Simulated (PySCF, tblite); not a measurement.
# C7H5ClN radical: geometry, infrared bands and EPR parameters

What infrared bands and EPR parameters should C7H5ClN radical (`N#CCC1=C[C]=C[C@H]1Cl`) show?

Programs: tblite 0.8.0 and PySCF 2.14.0, with density-fitted response routines of our own. Each step states its level of theory. These are calculated values for one molecule in the gas phase, unless marked as measured. Atoms count from 0, in the outputs and in this text.

## 1. Starting geometry

14 atoms, charge 0, multiplicity 2; geometry from: force field or distance geometry start.

Bonds of the start (Å): N0–C1 1.16, C1–C2 1.47, C2–C3 1.48, C3–C4 1.36, C4–C5 1.41, C5–C6 1.30, C6–C7 1.51, C7–Cl8 1.77, C7–C3 1.53, C2–H9 1.10, C2–H10 1.10, C4–H11 1.08, C6–H12 1.07, C7–H13 1.09.

## 2. Optimising the geometry with GFN2-xTB

The job: settings as JSON, then the geometry in Å.

```
{"job": {"kind": "relax", "xc": "GFN2-xTB", "basis": "xTB"}, "charge": 0, "multiplicity": 2}
N     -2.727400     1.204500     1.442800
C     -2.230000     0.531700     0.644300
C     -1.549800    -0.325500    -0.340300
C     -0.087800    -0.367300    -0.113400
C      0.670100    -1.465000     0.160400
C      1.995400    -1.013600     0.309400
C      2.151200     0.270900     0.168100
C      0.802300     0.879200    -0.107500
Cl     0.795100     1.649300    -1.698500
H     -1.989100    -1.332500    -0.296700
H     -1.761900     0.055800    -1.353200
H      0.344800    -2.495000     0.229600
H      3.072100     0.814500     0.273200
H      0.514400     1.592300     0.659500
```

The run is started by

```bash
$ OMP_NUM_THREADS=1 python probes_run.py task.json out
```

This one command runs all jobs of the session in turn.

Standard output:

```text
step      E/eV     max force
  0    -675.41683    1.864
  1    -675.43139    4.442
  2    -675.47669    1.811
  3    -675.50690    0.908
  4    -675.51999    0.238
  5    -675.52601    0.204
  6    -675.53237    0.187
  7    -675.53451    0.135
  8    -675.53616    0.124
  9    -675.53706    0.092
 10    -675.53789    0.081
 11    -675.53866    0.064
 12    -675.53933    0.070
 13    -675.53988    0.065
 14    -675.54045    0.058
 15    -675.54106    0.057
 16    -675.54166    0.072
 17    -675.54226    0.074
 18    -675.54297    0.075
 19    -675.54381    0.095
 20    -675.54452    0.070
 21    -675.54491    0.048
 22    -675.54513    0.046
 23    -675.54533    0.037
 24    -675.54554    0.041
 25    -675.54566    0.023
 26    -675.54571    0.017
 27    -675.54575    0.017
 28    -675.54579    0.018
 29    -675.54583    0.018
 30    -675.54588    0.018
 31    -675.54592    0.017
 32    -675.54596    0.015
 33    -675.54599    0.015
 34    -675.54601    0.009
```

Run time: 0.21 s. Hardware: 1 thread of Arm Neoverse V2, shared host.

Step by step: (not every step is listed)

| step | energy from step 0 (eV) | largest force (eV/Å) |
| --- | --- | --- |
| 0 | 0.0000 | 1.8638 |
| 1 | -0.0146 | 4.4425 |
| 2 | -0.0599 | 1.8110 |
| 3 | -0.0901 | 0.9082 |
| 4 | -0.1032 | 0.2382 |
| 5 | -0.1092 | 0.2043 |
| 6 | -0.1155 | 0.1870 |
| 7 | -0.1177 | 0.1354 |
| 8 | -0.1193 | 0.1242 |
| 10 | -0.1211 | 0.0813 |
| 12 | -0.1225 | 0.0701 |
| 14 | -0.1236 | 0.0578 |
| 16 | -0.1248 | 0.0718 |
| 18 | -0.1261 | 0.0751 |
| 20 | -0.1277 | 0.0702 |
| 22 | -0.1283 | 0.0461 |
| 24 | -0.1287 | 0.0409 |
| 26 | -0.1289 | 0.0171 |
| 28 | -0.1290 | 0.0185 |
| 29 | -0.1290 | 0.0184 |
| 30 | -0.1291 | 0.0185 |
| 31 | -0.1291 | 0.0171 |
| 32 | -0.1291 | 0.0150 |
| 33 | -0.1292 | 0.0147 |
| 34 | -0.1292 | 0.0094 |

Close pairs (by a distance rule), those that changed most:

| bond | before (Å) | after (Å) | change (Å) |
| --- | --- | --- | --- |
| C4–C5 | 1.408 | 1.443 | +0.035 |
| C1–C2 | 1.472 | 1.444 | -0.028 |
| C3–C7 | 1.532 | 1.509 | -0.022 |
| C3–C4 | 1.362 | 1.343 | -0.019 |
| C5–C6 | 1.302 | 1.320 | +0.018 |
| C2–C3 | 1.480 | 1.495 | +0.015 |
| C7–Cl8 | 1.768 | 1.782 | +0.014 |
| N0–C1 | 1.157 | 1.142 | -0.014 |

The next job starts from the end point, and lists it.

## 3. Infrared spectrum with GFN2-xTB

The job: settings as JSON, then the geometry in Å.

```
{"job": {"kind": "ir", "xc": "GFN2-xTB", "basis": "xTB"}, "charge": 0, "multiplicity": 2}
N     -2.644554     1.191521     1.423609
C     -2.182554     0.519071     0.623847
C     -1.556767    -0.318742    -0.372552
C     -0.088435    -0.404751    -0.105413
C      0.658827    -1.480120     0.191342
C      2.019164    -1.030512     0.360258
C      2.171059     0.267007     0.172057
C      0.787223     0.824555    -0.111384
Cl     0.712444     1.686429    -1.669210
H     -2.013244    -1.310925    -0.345894
H     -1.731244     0.132324    -1.356186
H      0.329658    -2.496992     0.291421
H      3.046329     0.881517     0.213774
H      0.491417     1.539145     0.662164
```

Standard output:

```text
mode    cm-1     km/mol
  1      30.0      5.93
  2      96.9      6.51
  3     116.0      0.24
  4     164.4      5.40
  5     276.5      0.86
  6     326.2      0.71
  7     374.0      2.72
  8     431.4      3.03
  9     466.8      3.51
 10     515.1      4.30
 11     669.8      2.78
 12     690.3      6.33
 13     741.8      7.41
 14     785.7     11.84
 15     840.2      5.42
 16     879.8      1.40
 17     907.8     14.68
 18     970.6      3.67
 19     988.3      6.27
 20    1043.8      4.32
 21    1085.0      4.76
 22    1100.4      0.07
 23    1118.3      5.36
 24    1138.1      2.55
 25    1213.9      1.03
 26    1254.4     28.37
 27    1273.3      2.90
 28    1395.9     16.32
 29    1579.4     11.87
 30    1638.0      1.90
 31    2411.7    209.04
 32    2923.8      0.67
 33    2931.9      6.25
 34    2979.6      5.08
 35    3151.3     13.50
 36    3181.6      1.54
```

Wall time 0.42 s (1 thread of Arm Neoverse V2, shared host).

Which atoms move in the most intense modes:

| cm⁻¹ | km/mol | atoms |
| --- | --- | --- |
| 742 | 7.4 | C5 30 %, C6 21 %, C4 16 %, C7 16 % |
| 786 | 11.8 | H12 54 %, C6 19 %, C7 16 % |
| 908 | 14.7 | C2 25 %, H10 17 %, C7 16 %, C4 13 % |
| 1254 | 28.4 | C2 38 %, H10 20 %, C3 15 %, H9 15 % |
| 1396 | 16.3 | H9 46 %, H10 45 % |
| 1579 | 11.9 | C3 32 %, C6 23 %, C5 23 %, C4 18 % |
| 2412 | 209.0 | C1 60 %, N0 39 % |
| 3151 | 13.5 | H11 92 % |

## 4. g tensor and hyperfine couplings: B3LYP/pcH-1

Same as in step 3 but for these lines:

```diff
@@ -1,2 +1,2 @@
-{"job": {"kind": "ir", "xc": "GFN2-xTB", "basis": "xTB"}, "charge": 0, "multiplicity": 2}
+{"job": {"kind": "epr", "basis": "pcH-1"}, "charge": 0, "multiplicity": 2}
 N     -2.644554     1.191521     1.423609
```

With the program's defaults for keys left out, this is: UKS B3LYP, pcH-1 on C Cl H N, non-relativistic, mean-field spin-orbit, GIAO.

Standard output:

```text
UKS, coarse grid
  cycle   1  E = -784.50166036  |g| = 3.99e-01
  cycle   2  E = -784.29339005  |g| = 7.95e-01
  cycle   3  E = -784.57002175  |g| = 1.37e-01
  cycle   4  E = -784.57784273  |g| = 4.85e-02
  cycle   5  E = -784.57891741  |g| = 1.21e-02
  cycle   6  E = -784.57900950  |g| = 4.91e-03
  cycle   7  E = -784.57904105  |g| = 3.20e-03
  cycle   8  E = -784.57905474  |g| = 1.84e-03
  cycle   9  E = -784.57906526  |g| = 1.22e-03
  cycle  10  E = -784.57906817  |g| = 6.63e-04
UKS, final grid
  cycle   1  E = -784.57908898  |g| = 7.94e-04
  cycle   2  E = -784.57908900  |g| = 1.33e-03
  cycle   3  E = -784.57908988  |g| = 2.96e-04
  cycle   4  E = -784.57909007  |g| = 2.56e-04
  cycle   5  E = -784.57909038  |g| = 2.13e-04
  cycle   6  E = -784.57909042  |g| = 3.70e-05
  cycle   7  E = -784.57909042  |g| = 1.38e-05
E = -784.57909042 Eh   <S^2> = 0.7612 (exact 0.7500)
g shifts (ppm)      1          2          3
  rmc          -169       -169       -169
  gc             25         15        -30
  oz_so        -302        -40        803
  total        -446       -194        603
hyperfine (MHz)  atom isotope    a_iso     a_fc   dipolar eigenvalues
    0   14N       0.09       0.09     -0.20     -0.11      0.31
    1   13C       2.71       2.71     -0.37     -0.25      0.62
    2   13C       3.69       3.69     -1.04     -0.94      1.98
    3   13C      46.62      46.63     -4.83      1.87      2.96
    4   13C      44.37      44.37    -11.01     -4.38     15.39
    5   13C     449.41     449.59    -79.56    -57.90    137.46
    6   13C      19.83      19.84    -23.86      2.05     21.81
    7   13C      78.45      78.41     -6.83     -5.66     12.49
    8  35Cl      -0.50      -0.52     -3.63     -1.74      5.37
    9    1H       0.82       0.82     -1.43     -1.08      2.51
   10    1H       4.30       4.30     -1.30     -0.86      2.16
   11    1H      12.27      12.27     -6.63     -5.24     11.87
   12    1H      38.17      38.18     -6.34     -4.75     11.10
   13    1H       0.12       0.11     -3.38     -1.91      5.29
```

Run time: 1.9 min. Hardware: 1 thread of Arm Neoverse V2, shared host; peak memory 0.97 GiB.

Principal g values 2.00187, 2.00213, 2.00292; g(iso) = 2.00231, against 2.00232 for a free electron.

Hyperfine couplings, nucleus by nucleus at this fixed geometry (no averaging over rotations):

| nuclei | isotope | a(iso) (MHz) | a(iso) (G, at g = 2.0023) | largest dipolar term (MHz) |
| --- | --- | --- | --- | --- |
| C5 | 13C | 449.4 | 160.4 | 137.5 |
| C7 | 13C | 78.5 | 28.0 | 12.5 |
| C3 | 13C | 46.6 | 16.6 | -4.8 |
| C4 | 13C | 44.4 | 15.8 | 15.4 |
| H12 | 1H | 38.2 | 13.6 | 11.1 |
| C6 | 13C | 19.8 | 7.1 | -23.9 |
| H11 | 1H | 12.3 | 4.4 | 11.9 |
| H10 | 1H | 4.3 | 1.5 | 2.2 |
| C2 | 13C | 3.7 | 1.3 | 2.0 |
| C1 | 13C | 2.7 | 1.0 | 0.6 |
| H9 | 1H | 0.8 | 0.3 | 2.5 |
| Cl8 | 35Cl | -0.5 | -0.2 | 5.4 |
| H13 | 1H | 0.1 | 0.0 | 5.3 |
| N0 | 14N | 0.1 | 0.0 | 0.3 |

Mulliken spin populations:

N0 0.00; C1 0.00; C2 0.00; C3 0.05; C4 -0.03; C5 1.01; C6 -0.14; C7 0.07; Cl8 0.01; H9 0.00; H10 0.00; H11 0.00; H12 0.02; H13 0.00

In first order the couplings over 0.8 MHz of 1H give 16 distinct lines over 19.8 G.

The fields below are evaluated on a grid from the run's orbitals.

ELF in a plane through or near 7 of the atoms.

Ten even steps from ' ' (0.00) to '@' (1.00):
```
                                                        
                                                        
                                                        
                                                        
                                                        
                                    ........            
        ::++++..    ..==**==::    ..------::..          
      ::@@@@@@@@==::==**%%##==    --******==::..        
      ==@@@@@@@@####%%::..**==    ++**++**++--..        
      ..##%%@@%%==--%%++%%@@##====##@@##**++::..        
          ..::++**##--..==....**%%==##**::..            
            --**++::++++##%%##++++++%%**::              
          --##%%==..%%++--**##::..**@@@@**..            
        ::++%%@@%%####++==%%##::  ::%%@@##..            
          ::**##**::..##@@@@@@%%      ::                
            ..::..    ##@@@@@@@@..                      
                      --@@@@@@**                        
                                                        
                                                        
                                                        
```
The map spans 11.3 Å across and 10.2 Å up, centred on the molecule. Atoms in the plane (x, y in Å): C3 (0.1, -0.4), C4 (-0.6, -1.5), C5 (-2.0, -1.1), C6 (-2.2, 0.2), C7 (-0.8, 0.8), H11 (-0.2, -2.5), H12 (-3.1, 0.8).

log10 of the density (e/Å³) in the same plane.

Ten even steps from '0' (-4.0) to '9' (1.5):
```
0000000000000000000000000000
0000000000000000000000000000
0000000000000000000000000000
0000000001222210000000000000
0000000122333332112222100000
0000112223444443233333220000
0001334444566554344544332000
0013456666677664456665432100
0013457777788765567765432100
0013456798777776677765432100
0012345777767787777654331000
0002345678777777666654321000
0002345678778776566653210000
0001234566677765445443100000
0000223445567765433321000000
0000112333456664322110000000
0000001112234443210000000000
0000000000112221000000000000
0000000000000000000000000000
0000000000000000000000000000
```
The map spans 11.3 Å across and 10.2 Å up, centred on the molecule. Atoms in the plane (x, y in Å): C3 (0.1, -0.4), C4 (-0.6, -1.5), C5 (-2.0, -1.1), C6 (-2.2, 0.2), C7 (-0.8, 0.8), H11 (-0.2, -2.5), H12 (-3.1, 0.8).

On the surface of density 0.002 e/bohr³ the electrostatic potential runs, from the 1st to the 99th percentile, from -1.67 V near N0 to 1.58 V near H9.

The spin density lies nearest to C5 75 %; C6 7 % (beta excess).

## 5. Results

| quantity | value |
| --- | --- |
| strongest single infrared mode (GFN2-xTB) | 2412 cm⁻¹, 209 km/mol |
| zero-point energy (GFN2-xTB) | 59.6 kcal/mol |
| g(iso) (B3LYP) | 2.00231 |
| ⟨S²⟩ | 0.761 (exact 0.75) |
| largest a(iso) | 13C on C5, 449.4 MHz |
| potential on the surface of density 0.002 e/bohr³, 1st and 99th percentile | -1.67 V and 1.58 V |

What this shows: Relaxing lowered the energy by 0.129 eV in 34 steps; the close pair that moved most is C4–C5, from 1.408 to 1.443 Å. All 36 modes are real, so the xTB geometry is a minimum. The strongest single mode, at 2412 cm⁻¹, moves mainly C1 and N0. GFN2-xTB is a fitted tight-binding method: band positions and strengths are rough. Its intensities can rank the bands wrongly. C5 carries the largest spin population, 1.01 e. The isotropic g lies 0.0 ppt below the free-electron value. These values are for one conformer; the search (at its own cheap level) found 2 more, at 0.80, 1.05 kcal/mol, and measured spectra average over such forms.
